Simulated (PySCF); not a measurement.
# C3H8FNSi: the cost of one run

Computed with PySCF 2.14.0, with density-fitted response routines of our own, on a single molecule in the gas phase. Atoms are numbered from 0 throughout.

## (1) The molecule as given

14 atoms, charge 0, multiplicity 1; geometry from: PBE0-D3(BJ)/def2-SVP.

Bonds of the start (Å): C0–C1 1.33, C1–F2 1.35, C1–Si3 1.89, Si3–N4 1.72, N4–C5 1.44, C0–H6 1.09, C0–H7 1.09, Si3–H8 1.50, Si3–H9 1.49, N4–H10 1.01, C5–H11 1.10, C5–H12 1.11, C5–H13 1.10.

## (2) TDDFT and polarisability: LDA/def2-SVPD

Job settings and geometry (Å):

```
{"job": {"kind": "uv", "xc": "LDA", "basis": "def2-SVPD", "ip": true}, "charge": 0, "multiplicity": 1}
C      2.859103    -0.248417    -0.104613
C      1.682228     0.374047    -0.121698
F      1.459111     1.351160    -1.029802
Si     0.211733     0.076544     1.023255
N     -1.170737     0.046973    -0.007372
C     -2.525676    -0.205425     0.416488
H      3.655985     0.022634    -0.802949
H      3.039596    -1.047696     0.616438
H      0.196707     1.149623     2.075123
H      0.395460    -1.227715     1.728534
H     -1.090174     0.585972    -0.863529
H     -2.529739    -0.902302     1.270158
H     -3.076031     0.700791     0.736837
H     -3.113138    -0.686750    -0.383350
```

Level: TDDFT LDA/def2-SVPD, vertical, gas phase, core orbitals frozen in the response.

Launch:

```sh
$ OMP_NUM_THREADS=1 python probes_run.py task.json out
```

The driver reads the jobs from task.json and runs them one after another.

Q: Estimate the wall time and peak memory of this first job on 1 thread of Intel Xeon 6975P-C, shared host.

About 51 s, with a peak of 0.56 GiB.
